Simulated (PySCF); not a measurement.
# Ta³⁺: dipole response in def2-TZVPPD with ECP60

Aim: the static polarisability and the C₆ coefficient of Ta³⁺, method by method.

The numbers are computed with PySCF 2.14.0 (unrestricted determinants in a Gaussian basis, no spin-orbit coupling in the energies), except any that are marked as measured or tabulated.

### 1 The atom as given

* Element: tantalum (Z = 73)
* Basis: def2-TZVPPD with the def2 core potential (60 electrons)
* Hamiltonian: a scalar-relativistic core potential
* State 1: Ta³⁺: [Xe] 4f14 5d2, high-spin 3F determinant
* Methods: UHF, PBE, PBE0, BLYP, TPSS

Outer shells as boxes (Hund's rule):

Ta3+ [Xe] 4f14 5d2
```
[Xe] core
4f [↑↓][↑↓][↑↓][↑↓][↑↓][↑↓][↑↓]
5d [↑ ][↑ ][  ][  ][  ]
```

The runs were made by one driver on top of PySCF. The scripts below sum up each run's settings (the driver also hands on starting orbitals that pick excited configurations, and frozen orbitals as a list rather than a count), and the logs come from the driver's own runs. The driver starts from symmetry-adapted Hartree-Fock orbitals, holds the occupation by maximum overlap and uses a logarithmic radial grid for functionals, so a plain start would take other cycles.

The integrals over 59 functions and the set-up took 0.44 s of CPU time.

### 2 Ta³⁺: the ladder of methods

Level: UHF.

The input, input.py:

```python
from pyscf import gto, scf, dft, mp, cc
import basis_set_exchange as bse
txt = bse.get_basis("def2-TZVPPD", elements=["Ta"], fmt="nwchem", header=False)
cut = txt.index("\nECP")
mol = gto.M(atom="Ta 0 0 0", charge=3, spin=2, symmetry="D2h",
            basis=gto.basis.parse(txt[:cut]),
            ecp={"Ta": gto.basis.parse_ecp(txt[cut:])})
mf = scf.UHF(mol)
mf.irrep_nelec = {'Ag': (2, 1), 'B1g': (1, 0), 'B1u': (1, 1), 'B2u': (1, 1), 'B3u': (1, 1)}
mf.kernel()
```

Standard output:

```text
damping factor = 0
level_shift factor = 0
DIIS = <class 'pyscf.scf.diis.CDIIS'>
diis_start_cycle = 1
diis_space = 10
diis_damp = 0
SCF conv_tol = 1e-09
SCF conv_tol_grad = None
number electrons alpha = 6  beta = 4
cycle= 1 E= -54.7153679234695  delta_E= -0.00641  |g|= 0.0259  |ddm|= 0.0367
cycle= 2 E= -54.7156127677928  delta_E= -0.000245  |g|= 0.0053  |ddm|= 0.0079
cycle= 3 E= -54.715624412172  delta_E= -1.16e-05  |g|= 0.000271  |ddm|= 0.00253
cycle= 4 E= -54.715624475321  delta_E= -6.31e-08  |g|= 2.63e-05  |ddm|= 0.000373
cycle= 5 E= -54.7156244758117  delta_E= -4.91e-10  |g|= 2.21e-06  |ddm|= 3.42e-05
converged SCF energy = -54.7156244758117  <S^2> = 2.0038282  2S+1 = 3.0025511
```

It used 6 s of CPU time after the integrals (shared host).

The occupied shells:

| shell | electrons | mean orbital energy (eV) | spread (eV) | rms radius (bohr) |
| --- | --- | --- | --- | --- |
| 5s α | 1 | -114.35 | 0 | 1.19 |
| 5s β | 1 | -112.02 | 0 | 1.19 |
| 5p α | 3 | -75.858 | 0 | 1.39 |
| 5p β | 3 | -72.358 | 0 | 1.39 |
| 5d α | 2 | -35.406 | 0 | 1.97 |

⟨S²⟩ = 2.004, ⟨L²⟩ = 12.05.

The driver then solved the coupled dipole response at imaginary frequencies: mean α = 6.823 bohr³, C₆ = 31.43 au for a like pair.

Energies and moments cover only the electrons outside the core potential. Spin-orbit coupling, absent here, splits the open shell strongly.

Level: PBE.

input.py, as changed from the run before:

```diff
@@ -7,3 +7,3 @@
             ecp={"Ta": gto.basis.parse_ecp(txt[cut:])})
-mf = scf.UHF(mol)
+mf = dft.UKS(mol, xc="PBE")
 mf.irrep_nelec = {'Ag': (2, 1), 'B1g': (1, 0), 'B1u': (1, 1), 'B2u': (1, 1), 'B3u': (1, 1)}
```

Standard output:

```text
damping factor = 0
level_shift factor = 0
DIIS = <class 'pyscf.scf.diis.CDIIS'>
diis_start_cycle = 1
diis_space = 10
diis_damp = 0
SCF conv_tol = 1e-09
SCF conv_tol_grad = None
number electrons alpha = 6  beta = 4
XC functionals = PBE
    J. P. Perdew, K. Burke, and M. Ernzerhof.,  Phys. Rev. Lett. 77, 3865 (1996)
    J. P. Perdew, K. Burke, and M. Ernzerhof.,  Phys. Rev. Lett. 78, 1396 (1997)
    J. P. Perdew, K. Burke, and M. Ernzerhof.,  Phys. Rev. Lett. 77, 3865 (1996)
    J. P. Perdew, K. Burke, and M. Ernzerhof.,  Phys. Rev. Lett. 78, 1396 (1997)
cycle= 1 E= -55.133992284436  delta_E= -0.00325  |g|= 0.0103  |ddm|= 0.183
cycle= 2 E= -55.1340276177598  delta_E= -3.53e-05  |g|= 0.00366  |ddm|= 0.0153
cycle= 3 E= -55.1340326452675  delta_E= -5.03e-06  |g|= 7.42e-05  |ddm|= 0.00396
cycle= 4 E= -55.1340326476579  delta_E= -2.39e-09  |g|= 1.42e-06  |ddm|= 7.49e-05
cycle= 5 E= -55.134032647659  delta_E= -1.05e-12  |g|= 1.53e-08  |ddm|= 1.44e-06
converged SCF energy = -55.134032647659  <S^2> = 2.0005546  2S+1 = 3.0003697
```

CPU time 8.2 s on a shared host, the integrals not counted.

The driver then solved the coupled dipole response at imaginary frequencies: mean α = 7.326 bohr³, C₆ = 33.62 au for a like pair.

Level: PBE0.

input.py, as changed from the run before:

```diff
@@ -7,3 +7,3 @@
             ecp={"Ta": gto.basis.parse_ecp(txt[cut:])})
-mf = dft.UKS(mol, xc="PBE")
+mf = dft.UKS(mol, xc="PBE0")
 mf.irrep_nelec = {'Ag': (2, 1), 'B1g': (1, 0), 'B1u': (1, 1), 'B2u': (1, 1), 'B3u': (1, 1)}
```

Standard output:

```text
damping factor = 0
level_shift factor = 0
DIIS = <class 'pyscf.scf.diis.CDIIS'>
diis_start_cycle = 1
diis_space = 10
diis_damp = 0
SCF conv_tol = 1e-09
SCF conv_tol_grad = None
number electrons alpha = 6  beta = 4
XC functionals = PBE0
    C. Adamo and V. Barone.,  J. Chem. Phys. 110, 6158 (1999)
    M. Ernzerhof and G. E. Scuseria.,  J. Chem. Phys. 110, 5029 (1999)
cycle= 1 E= -55.1186048537144  delta_E= -0.0028  |g|= 0.00891  |ddm|= 0.127
cycle= 2 E= -55.1186376788051  delta_E= -3.28e-05  |g|= 0.002  |ddm|= 0.00889
cycle= 3 E= -55.1186390104145  delta_E= -1.33e-06  |g|= 0.00021  |ddm|= 0.00233
cycle= 4 E= -55.1186390280848  delta_E= -1.77e-08  |g|= 2.43e-06  |ddm|= 0.000199
cycle= 5 E= -55.1186390280875  delta_E= -2.76e-12  |g|= 6.39e-08  |ddm|= 3.38e-06
converged SCF energy = -55.1186390280875  <S^2> = 2.0010643  2S+1 = 3.0007094
```

CPU time 7.8 s on a shared host, the integrals not counted.

The driver then solved the coupled dipole response at imaginary frequencies: mean α = 7.118 bohr³, C₆ = 32.72 au for a like pair.

Level: BLYP.

input.py, as changed from the run before:

```diff
@@ -7,3 +7,3 @@
             ecp={"Ta": gto.basis.parse_ecp(txt[cut:])})
-mf = dft.UKS(mol, xc="PBE0")
+mf = dft.UKS(mol, xc="BLYP")
 mf.irrep_nelec = {'Ag': (2, 1), 'B1g': (1, 0), 'B1u': (1, 1), 'B2u': (1, 1), 'B3u': (1, 1)}
```

Standard output:

```text
damping factor = 0
level_shift factor = 0
DIIS = <class 'pyscf.scf.diis.CDIIS'>
diis_start_cycle = 1
diis_space = 10
diis_damp = 0
SCF conv_tol = 1e-09
SCF conv_tol_grad = None
number electrons alpha = 6  beta = 4
XC functionals = BLYP
    A. D. Becke.,  Phys. Rev. A 38, 3098 (1988)
    C. Lee, W. Yang, and R. G. Parr.,  Phys. Rev. B 37, 785 (1988)
    B. Miehlich, A. Savin, H. Stoll, and H. Preuss.,  Chem. Phys. Lett. 157, 200 (1989)
cycle= 1 E= -55.1068036180866  delta_E= -0.00379  |g|= 0.00993  |ddm|= 0.204
cycle= 2 E= -55.1068328810673  delta_E= -2.93e-05  |g|= 0.00342  |ddm|= 0.014
cycle= 3 E= -55.106837223083  delta_E= -4.34e-06  |g|= 0.000137  |ddm|= 0.00372
cycle= 4 E= -55.1068372307511  delta_E= -7.67e-09  |g|= 4.15e-06  |ddm|= 0.000149
cycle= 5 E= -55.1068372307579  delta_E= -6.75e-12  |g|= 8.22e-09  |ddm|= 4.33e-06
converged SCF energy = -55.1068372307579  <S^2> = 2.0004685  2S+1 = 3.0003123
```

It used 5.5 s of CPU time after the integrals (shared host).

The driver then solved the coupled dipole response at imaginary frequencies: mean α = 7.325 bohr³, C₆ = 33.57 au for a like pair.

Level: TPSS.

input.py, as changed from the run before:

```diff
@@ -7,3 +7,3 @@
             ecp={"Ta": gto.basis.parse_ecp(txt[cut:])})
-mf = dft.UKS(mol, xc="BLYP")
+mf = dft.UKS(mol, xc="TPSS")
 mf.irrep_nelec = {'Ag': (2, 1), 'B1g': (1, 0), 'B1u': (1, 1), 'B2u': (1, 1), 'B3u': (1, 1)}
```

Standard output:

```text
damping factor = 0
level_shift factor = 0
DIIS = <class 'pyscf.scf.diis.CDIIS'>
diis_start_cycle = 1
diis_space = 10
diis_damp = 0
SCF conv_tol = 1e-09
SCF conv_tol_grad = None
number electrons alpha = 6  beta = 4
XC functionals = TPSS
    J. Tao, J. P. Perdew, V. N. Staroverov, and G. E. Scuseria.,  Phys. Rev. Lett. 91, 146401 (2003)
    J. P. Perdew, J. Tao, V. N. Staroverov, and G. E. Scuseria.,  J. Chem. Phys. 120, 6898 (2004)
    J. Tao, J. P. Perdew, V. N. Staroverov, and G. E. Scuseria.,  Phys. Rev. Lett. 91, 146401 (2003)
    J. P. Perdew, J. Tao, V. N. Staroverov, and G. E. Scuseria.,  J. Chem. Phys. 120, 6898 (2004)
cycle= 1 E= -55.1351288623155  delta_E= -0.00347  |g|= 0.0116  |ddm|= 0.149
cycle= 2 E= -55.1351779519244  delta_E= -4.91e-05  |g|= 0.00384  |ddm|= 0.0161
cycle= 3 E= -55.1351834008617  delta_E= -5.45e-06  |g|= 0.000124  |ddm|= 0.00418
cycle= 4 E= -55.135183407612  delta_E= -6.75e-09  |g|= 5.25e-07  |ddm|= 0.000115
cycle= 5 E= -55.1351834076124  delta_E= -4.12e-13  |g|= 1.27e-08  |ddm|= 4.91e-07
converged SCF energy = -55.1351834076124  <S^2> = 2.0009358  2S+1 = 3.0006238
```

CPU time 16 s on a shared host, the integrals not counted.

The driver then solved the coupled dipole response at imaginary frequencies: mean α = 7.248 bohr³, C₆ = 33.47 au for a like pair.

Radial density 4πr²ρ of Ta³⁺ at UHF, the electrons outside the core potential:

| r (bohr) | density | spin density |
| --- | --- | --- |
| 0.259 | 0.000180 | 0.000 |
| 0.436 | 0.0641 | 0.004 |
| 0.733 | 4.21 | 0.156 |
| 1.23 | 9.16 | 1.139 |
| 2.07 | 2.12 | 0.949 |
| 3.49 | 0.118 | 0.108 |
| 5.87 | 0.000398 | 0.000 |

### 3 Polarisabilities and C₆

Ta³⁺, in atomic units:

| method | mean α | C₆ (like pair) | S(−4) |
| --- | --- | --- | --- |
| UHF | 6.823 | 31.43 | 16.92 |
| PBE | 7.326 | 33.62 | 22.51 |
| PBE0 | 7.118 | 32.72 | 20.06 |
| BLYP | 7.325 | 33.57 | 22.64 |
| TPSS | 7.248 | 33.47 | 21.22 |

α(iu) at TPSS:

| u (hartree) | α(iu) (bohr³) |
| --- | --- |
| 0 | 7.248 |
| 0.0500 | 7.196 |
| 0.100 | 7.047 |
| 0.200 | 6.557 |
| 0.300 | 5.971 |
| 0.500 | 4.902 |
| 0.750 | 3.895 |
| 1.00 | 3.156 |
| 1.50 | 2.163 |
| 2.00 | 1.549 |
| 3.00 | 0.8798 |
| 5.00 | 0.3775 |

### 4 What came out

```
 quantity                             value
α of Ta³⁺  6.823 (UHF) to 7.326 (PBE) bohr³
```

What this shows: A single London oscillator with the computed α and C₆ of Ta³⁺ at UHF would have ω = 4 C₆ / (3 α²) = 0.900 hartree. All values hold for this basis alone; no basis-set limit was taken.
